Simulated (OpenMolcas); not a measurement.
# Ni³⁺ among point charges: CASSCF and CASPT2 levels and susceptibility

Aim: the splitting of the states of Ni³⁺ in the field of 6 point charges, its lowest levels with spin-orbit coupling and its magnetic susceptibility.

The numbers are computed with OpenMolcas 26.06 (state-averaged CASSCF and CASPT2, spin-orbit coupling by RASSI with atomic mean-field integrals), except any that are marked as measured or tabulated.

## 1. What is computed

* Species: Ni³⁺ (nickel, Z = 28, 25 electrons)
* Basis: ANO-RCC-VDZP [5s4p2d1f], 34 functions
* Scalar Hamiltonian: DKH2, point nucleus
* Inactive shells: 1s 2s 2p 3s 3p
* Active space: 7 electrons in 5 orbitals (3d)
* Some configurations of this space: 3d⁷
* Orbitals: optimised for each spin and parity, averaged over all roots

The outer shells:

3d7
```
3d [↑↓][↑↓][↑ ][↑ ][↑ ]
```

The ion sits among 6 point charges of -2.2 e arranged as an octahedron (Oh), 1.95 Å from the ion.

The work runs as a chain of OpenMolcas steps in one folder; each step below is one input file. Labels, J, g values, rates, χT and fits are worked out afterwards by a script from the matrices that RASSI stores. The input lists half of the charges; inversion (Group=XYZ) makes the rest.

## 2. Basis and integrals

The input, a.inp:

```
&GATEWAY
Coord
1

Ni 0.0 0.0 0.0
Basis=ANO-RCC-VDZP
Group=XYZ
NoMove
AngMom=0.0 0.0 0.0
AMFI
XField
3 Angstrom 0
1.950000 0.000000 0.000000 -2.200000
0.000000 1.950000 0.000000 -2.200000
0.000000 0.000000 1.950000 -2.200000
&SEWARD
```

Run with:

```console
> OMP_NUM_THREADS=1 MOLCAS_MEM=1689 MOLCAS_PROJECT=a pymolcas a.inp > a.log
```

## 3. CASSCF: quartets of even parity, 10 roots

The input, a.inp:

```
&RASSCF
FileOrb=start.orb
Symmetry=1
Spin=4
nActEl=7 0 0
Inactive=3 6
Ras2=5 0
CIRoot=10 10 1
SDav=10
CIMx=300
Iter=120 100
PrWF=0.3
OrbListing=Nothing
MaxOrb=0
>>> COPY $Project.JobIph JOB001
```

start.orb holds the contracted functions of the basis, ordered by shell, or the orbitals of the step before.

## 4. Reference wave functions, doublets of even parity, 40 roots

The input, a.inp:

```
&RASSCF
FileOrb=start.orb
Symmetry=1
Spin=2
nActEl=7 0 0
Inactive=3 6
Ras2=5 0
CIRoot=40 40 1
SDav=40
CIMx=300
Iter=120 100
PrWF=0.3
OrbListing=Nothing
MaxOrb=0
>>> COPY $Project.JobIph JOB002
```

## 5. State interaction with spin-orbit coupling

The input, a.inp:

```
&RASSI
NrOfJobIphs=2 10 40
1 2 3 4 5 6 7 8 9 10
1 2 3 4 5 6 7 8 9 10 11 12 13 14 15 16 17 18 19 20 21 22 23 24 25 26 27
28 29 30 31 32 33 34 35 36 37 38 39 40
IphNames
JOB001
JOB002
EJob
SpinOrbit
DIPRint=1.0
SOCoupling=1000.0
Subsets=2
Property=9
'ANGMOM' 1 'ANGMOM' 2 'ANGMOM' 3 'MLTPL  1' 1 'MLTPL  1' 2 'MLTPL  1' 3
'AMFI' 1 'AMFI' 2 'AMFI' 3
SOProperty=3
'ANGMOM' 1 'ANGMOM' 2 'ANGMOM' 3
```

## 6. CASPT2: IPEA 0.25, imaginary shift 0.1 (closed shells correlated: 3s 3p)

The input, a.inp:

```
>>> COPY JOB001 $Project.JobIph
&CASPT2
Multistate=10 1 2 3 4 5 6 7 8 9 10
NoMult
Frozen=2 3
IPEA=0.25
Imaginary=0.1
MaxIter=60
WThr=0.0 0.3 0.05
PrWF=0.5
NoMix
>>> COPY JOB002 $Project.JobIph
&CASPT2
Multistate=40 1 2 3 4 5 6 7 8 9 10 11 12 13 14 15 16 17 18 19 20 21 22
23 24 25 26 27 28 29 30 31 32 33 34 35 36 37 38 39 40
NoMult
Frozen=2 3
IPEA=0.25
Imaginary=0.1
MaxIter=60
WThr=0.0 0.3 0.05
PrWF=0.5
NoMix
```

(Steps that only read results are left out.)

**Question.** What will these runs give? Wanted: spin-free ground state; first state of the same spin within the active space; lowest level; next level.

**Answer**, as computed:

| quantity | value |
| --- | --- |
| method | SS-CASPT2, IPEA 0.25, imaginary shift 0.1 (closed shells correlated: 3s 3p) |
| spin-free ground state | 4T1, 3-fold in its orbital part |
| first state of the same spin within the active space | 4T2 at 3500 cm⁻¹ |
| lowest level | 2-fold Γ6, g = 4.72, 4.72, 4.72 |
| next level | 460.4 cm⁻¹ |
| χT at 300 K | 3.96 cm³ K/mol |
| effective moment at 300 K | 5.63 μB |

Cost by method:

```
                                              method  time of its own steps  time with the reference
                                           A. CASSCF                   10 s                     10 s
B. SS-CASPT2, IPEA 0.25, imaginary shift 0.1, +3s 3p                  3.5 s                     14 s
```

Times are of one thread on a shared host.

The spin-free ground state (4T1) comes to 99 % from free-ion F terms and keeps the highest spin of the shell. χT at 300 K is 3.96, against 1.88 cm³ K/mol for the spin alone, so orbital moment adds to it. An active space of the d shell alone favours high spin; real ions in strong fields can be low spin. A ligand-field fit to the states below 45000 cm-1 gives 10Dq = 4164 cm-1, B = 1206 cm-1 and C = 4902 cm-1 (C/B = 4.06), with a deviation of 709 cm-1. CASPT2 does not keep the components of a term degenerate, and the means are used. The field of point charges can differ much from that of real complexes. With metal d orbitals alone active, the gaps between spin states are rough; where two lie within a few thousand cm-1, their order is open. Point charges carry no covalency, so the field is a model and not that of real ligands.
